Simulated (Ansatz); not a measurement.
# C₃H₄F₄O: small, medium and large basis sets

Aim: see how fast density functionals converge with the basis set for C₃H₄F₄O.

Computed with Ansatz 0.2.0, Gaussian basis. Level: one geometry, several basis sets.

The runs, in order: PBE0-D4/def2-SVP; ωB97M-V/def2-SVP; PBE0-D4/def2-QZVPP; ωB97M-V/def2-QZVPP; the functionals' def2-TZVPP values are taken from earlier runs.

## (1) The geometry

All runs share one geometry, relaxed beforehand with PBE0-D4 in a triple-zeta def2 set.

SMILES `FCOC(F)C(F)F`, 12 atoms, charge 0, spin multiplicity 1.

Atoms are counted from 1 here; the program's logs count them from 0.

Bond lengths: F1–C2 1.371 Å, C2–O3 1.385 Å, C2–H9 1.089 Å, C2–H10 1.094 Å, O3–C4 1.371 Å, C4–F5 1.376 Å, C4–C6 1.522 Å, C4–H11 1.096 Å, C6–F7 1.350 Å, C6–F8 1.344 Å, C6–H12 1.095 Å. Angles: F1–C2–O3 110.4°, F1–C2–H9 108.7°, F1–C2–H10 107.5°, O3–C2–H9 106.5°, O3–C2–H10 111.7°, H9–C2–H10 112.0°, C2–O3–C4 115.0°, O3–C4–F5 110.6°, O3–C4–C6 109.1°, O3–C4–H11 112.2°, F5–C4–C6 107.7°, F5–C4–H11 107.4°, C6–C4–H11 109.8°, C4–C6–F7 109.0°, C4–C6–F8 110.7°, C4–C6–H12 110.6°, F7–C6–F8 108.6°, F7–C6–H12 109.1° and more.

## (2) PBE0-D4 in def2-SVP

Contents of in.yaml:

```yaml
crystal:
  periodic: [false, false, false]
  atoms:
    - {symbol: F, position_ang: [-1.028700, -2.202186, 0.447916]}
    - {symbol: C, position_ang: [-0.766351, -1.141158, 1.276263]}
    - {symbol: O, position_ang: [0.223426, -0.339066, 0.733540]}
    - {symbol: C, position_ang: [-0.154629, 0.382314, -0.369686]}
    - {symbol: F, position_ang: [-0.956148, 1.438897, -0.004376]}
    - {symbol: C, position_ang: [1.086605, 0.953715, -1.039562]}
    - {symbol: F, position_ang: [1.793872, -0.056160, -1.588998]}
    - {symbol: F, position_ang: [1.864720, 1.581878, -0.141050]}
    - {symbol: H, position_ang: [-0.374563, -1.522721, 2.218534]}
    - {symbol: H, position_ang: [-1.702097, -0.591273, 1.413687]}
    - {symbol: H, position_ang: [-0.718121, -0.223865, -1.087605]}
    - {symbol: H, position_ang: [0.808886, 1.664427, -1.824664]}
basis:
  gaussian: {orbitals: def2-SVP}
hamiltonian: {xc: pbe0, dispersion: d4}
output: {orbitals: {seedname: orbitals}}
```

Run with:

```
$ ansatz run in.yaml --threads 4 --pin off --events-out ev --progress --plain --max-ram 11315MiB
```

Further steps of the session: ωB97M-V in def2-SVP; PBE0-D4 in def2-QZVPP; ωB97M-V in def2-QZVPP.

Before running them: what should the planned runs give, taken together? Wanted: PBE0-D4: double and triple zeta above quadruple; ωB97M-V: double and triple zeta above quadruple.

**Answer**, as computed:

| quantity | value |
| --- | --- |
| PBE0-D4: double and triple zeta above quadruple | 20.11, 0.83 eV |
| ωB97M-V: double and triple zeta above quadruple | 20.54, 0.79 eV |

What this shows: For PBE0-D4 the step from double to triple zeta gains 19.29 eV and the next only 0.83 eV. These are total energies; as a rule much of such shifts cancels in differences, which this series doesn't test. The LUMO of ωB97M-V is positive and keeps falling with the basis (3.67 to 1.99 eV): an unbound level that the basis holds in place.
